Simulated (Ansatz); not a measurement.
# Al2Au: the cost of one run

Program: Ansatz 0.2.0. Level of theory: DFT PBE, scalar-relativistic, plane waves, PAW. These are calculated values, not measurements.

2 further runs of the same task are left out: 2 that didn't finish.

## Step 1: The structure to begin with

Symmetry: Fm-3m, No. 225, cubic system. Conventional cell: a = 6.000 Å, b = 6.000 Å, c = 6.000 Å, α = 90.00°, β = 90.00°, γ = 90.00°. Al (site symmetry -43m) has 4 Au at 2.60 Å as nearest neighbours. Au (site symmetry m-3m) is surrounded by 8 Al at 2.60 Å.

As a file:

```
CELL_PARAMETERS angstrom
0.00000 3.00000 3.00000
3.00000 0.00000 3.00000
3.00000 3.00000 0.00000
ATOMIC_POSITIONS crystal
Al 0.25000 0.25000 0.25000
Al 0.75000 0.75000 0.75000
Au 0.00000 0.00000 0.00000
```

The structure comes from the Crystallography Open Database.

(A quick probe on a coarse mesh, which set the mesh and smearing, is not shown.)

## Step 3: Full relaxation

input.yaml

```yaml
crystal:
  lattice:
    - [0.0, 3.0, 3.0]
    - [3.0, 0.0, 3.0]
    - [3.0, 3.0, 0.0]
  atoms:
    - { symbol: Al, position: [0.25, 0.25, 0.25] }
    - { symbol: Al, position: [0.75, 0.75, 0.75] }
    - { symbol: Au, position: [0.0, 0.0, 0.0] }
basis:
  ecutwfc: 420
kpoints:
  mp_grid: { grid: [12, 12, 12] }
hamiltonian:
  xc: pbe
scf:
  occupations: { method: gaussian, width: 0.1 }
output:
  forces: true
  stress: true
  eigenvalues: true
relax:
  adjacent_minimum: "off"
  f_tol: 0.005
  max_steps: 80
  cell: { stress_tol: 0.05 }
```

Command:

```
$ ansatz run input.yaml --threads 2 --pin off --max-ram 5632MiB --backend cpu --events-out ev --progress --plain --runs-dir out
```

What time and memory should one allow on 2 threads of Arm Neoverse V1, shared host?

About 9.4 s, with a peak of 0.39 GiB.
